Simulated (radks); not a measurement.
# Ionisation energy and size from Hf⁴⁺ to Au⁴⁺

Aim: how ionisation energy and size change along these elements, and how far this level of theory lands from NIST. Each species and its ion are run in their NIST ground configurations.

The numbers are computed with radks (a radial shooting solver on a logarithmic mesh, Libxc functionals) version 1 (Dirac Kohn-Sham, PBE, spin-unpolarised, spherical densities, finite nucleus; open shells fill j = l - 1/2 first), except any that are marked as measured or tabulated.

**1. What is computed**

| Property | Result |
| --- | --- |
| species | Hf⁴⁺, Ta⁴⁺, W⁴⁺, Re⁴⁺, Os⁴⁺, Ir⁴⁺, Pt⁴⁺, Au⁴⁺ |
| runs | 16, each species and its next ion |

**2. Hf⁴⁺, [Xe] 4f14**

Settings of this run:

```text
Z 72
configuration [Xe] 4f14
relativity Dirac
functional pbe,pbe
spin unpolarised
j_filling energy
nucleus finite rms 5.347 fm
c 137.035999084
```

**3. Hf⁵⁺, [Xe] 4f13**

Settings, as their differences from step 2:

```diff
@@ -1,3 +1,3 @@
 Z 72
-configuration [Xe] 4f14
+configuration [Xe] 4f13
 relativity Dirac
```

**4. Ta⁴⁺, [Xe] 4f14 5d1**

Settings of this run:

```text
Z 73
configuration [Xe] 4f14 5d1
relativity Dirac
functional pbe,pbe
spin unpolarised
j_filling energy
nucleus finite rms 5.3507 fm
c 137.035999084
```

**5. Ta⁵⁺, [Xe] 4f14**

Settings, as their differences from step 4:

```diff
@@ -1,3 +1,3 @@
 Z 73
-configuration [Xe] 4f14 5d1
+configuration [Xe] 4f14
 relativity Dirac
```

**6. W⁴⁺, [Xe] 4f14 5d2**

Settings of this run:

```text
Z 74
configuration [Xe] 4f14 5d2
relativity Dirac
functional pbe,pbe
spin unpolarised
j_filling energy
nucleus finite rms 5.3658 fm
c 137.035999084
```

**7. W⁵⁺, [Xe] 4f14 5d1**

Settings, as their differences from step 6:

```diff
@@ -1,3 +1,3 @@
 Z 74
-configuration [Xe] 4f14 5d2
+configuration [Xe] 4f14 5d1
 relativity Dirac
```

**8. Re⁴⁺, [Xe] 4f14 5d3**

Settings of this run:

```text
Z 75
configuration [Xe] 4f14 5d3
relativity Dirac
functional pbe,pbe
spin unpolarised
j_filling energy
nucleus finite rms 5.3698 fm
c 137.035999084
```

**9. Re⁵⁺, [Xe] 4f14 5d2**

Settings, as their differences from step 8:

```diff
@@ -1,3 +1,3 @@
 Z 75
-configuration [Xe] 4f14 5d3
+configuration [Xe] 4f14 5d2
 relativity Dirac
```

**10. Os⁴⁺, [Xe] 4f14 5d4**

Settings of this run:

```text
Z 76
configuration [Xe] 4f14 5d4
relativity Dirac
functional pbe,pbe
spin unpolarised
j_filling energy
nucleus finite rms 5.4126 fm
c 137.035999084
```

**11. Os⁵⁺, [Xe] 4f14 5d3**

Settings, as their differences from step 10:

```diff
@@ -1,3 +1,3 @@
 Z 76
-configuration [Xe] 4f14 5d4
+configuration [Xe] 4f14 5d3
 relativity Dirac
```

**12. Ir⁴⁺, [Xe] 4f14 5d5**

Settings of this run:

```text
Z 77
configuration [Xe] 4f14 5d5
relativity Dirac
functional pbe,pbe
spin unpolarised
j_filling energy
nucleus finite rms 5.4032 fm
c 137.035999084
```

**13. Ir⁵⁺, [Xe] 4f14 5d4**

Settings, as their differences from step 12:

```diff
@@ -1,3 +1,3 @@
 Z 77
-configuration [Xe] 4f14 5d5
+configuration [Xe] 4f14 5d4
 relativity Dirac
```

**14. Pt⁴⁺, [Xe] 4f14 5d6**

Settings of this run:

```text
Z 78
configuration [Xe] 4f14 5d6
relativity Dirac
functional pbe,pbe
spin unpolarised
j_filling energy
nucleus finite rms 5.427 fm
c 137.035999084
```

**15. Pt⁵⁺, [Xe] 4f14 5d5**

Settings, as their differences from step 14:

```diff
@@ -1,3 +1,3 @@
 Z 78
-configuration [Xe] 4f14 5d6
+configuration [Xe] 4f14 5d5
 relativity Dirac
```

**16. Au⁴⁺, [Xe] 4f14 5d7**

Settings of this run:

```text
Z 79
configuration [Xe] 4f14 5d7
relativity Dirac
functional pbe,pbe
spin unpolarised
j_filling energy
nucleus finite rms 5.4371 fm
c 137.035999084
```

**17. Au⁵⁺, [Xe] 4f14 5d6**

Settings, as their differences from step 16:

```diff
@@ -1,3 +1,3 @@
 Z 79
-configuration [Xe] 4f14 5d7
+configuration [Xe] 4f14 5d6
 relativity Dirac
```

What does the calculation give? Wanted: for each run, species; configuration; Δ-SCF; NIST; −ε(HOMO); its level; widest level; its <r>.

**Answer**, as computed:

| species | configuration | Δ-SCF (eV) | NIST (eV) | −ε(HOMO) (eV) | its level | widest level | its <r> (bohr) |
| --- | --- | --- | --- | --- | --- | --- | --- |
| Hf⁴⁺ | [Xe] 4f14 | 68.754 | 68.37 (semi-emp.) | 57.045 | 4f7/2 | 5p3/2 | 1.33 |
| Ta⁴⁺ | [Xe] 4f14 5d1 | 48.082 | 48.27 (semi-emp.) | 41.598 | 5d3/2 | 5d3/2 | 1.72 |
| W⁴⁺ | [Xe] 4f14 5d2 | 50.631 | 51.6 (semi-emp.) | 43.959 | 5d3/2 | 5d3/2 | 1.64 |
| Re⁴⁺ | [Xe] 4f14 5d3 | 53.166 | 52 (theory) | 46.304 | 5d3/2 | 5d3/2 | 1.58 |
| Os⁴⁺ | [Xe] 4f14 5d4 | 55.684 | 55 (theory) | 48.630 | 5d3/2 | 5d3/2 | 1.52 |
| Ir⁴⁺ | [Xe] 4f14 5d5 | 56.607 | 57 (theory) | 49.500 | 5d5/2 | 5d5/2 | 1.50 |
| Pt⁴⁺ | [Xe] 4f14 5d6 | 59.041 | 56 (theory) | 51.743 | 5d5/2 | 5d5/2 | 1.45 |
| Au⁴⁺ | [Xe] 4f14 5d7 | 61.455 | 60 (theory) | 53.966 | 5d5/2 | 5d5/2 | 1.40 |

In words: Reference values: NIST Atomic Spectra Database (exp. measured, semi-emp. semi-empirical, theory a theoretical value adopted there). By these runs, which need not match the measured order, Hf⁴⁺ holds its electron most tightly (68.754 eV) and Ta⁴⁺ least (48.082 eV); the widest outer orbital is the 5d3/2 of Ta⁴⁺. The Δ-SCF values miss the measured or semi-empirical entries by -0.6 % in the signed mean; the largest miss is -1.9 % (W⁴⁺). For Hf⁴⁺ the highest level isn't the widest one, so −ε(HOMO) and <r> belong to different orbitals, and Δ-SCF follows the ion's typed configuration. Spin polarisation and multiplet splitting are left out, so open shells lie too high by an amount that depends on their filling.
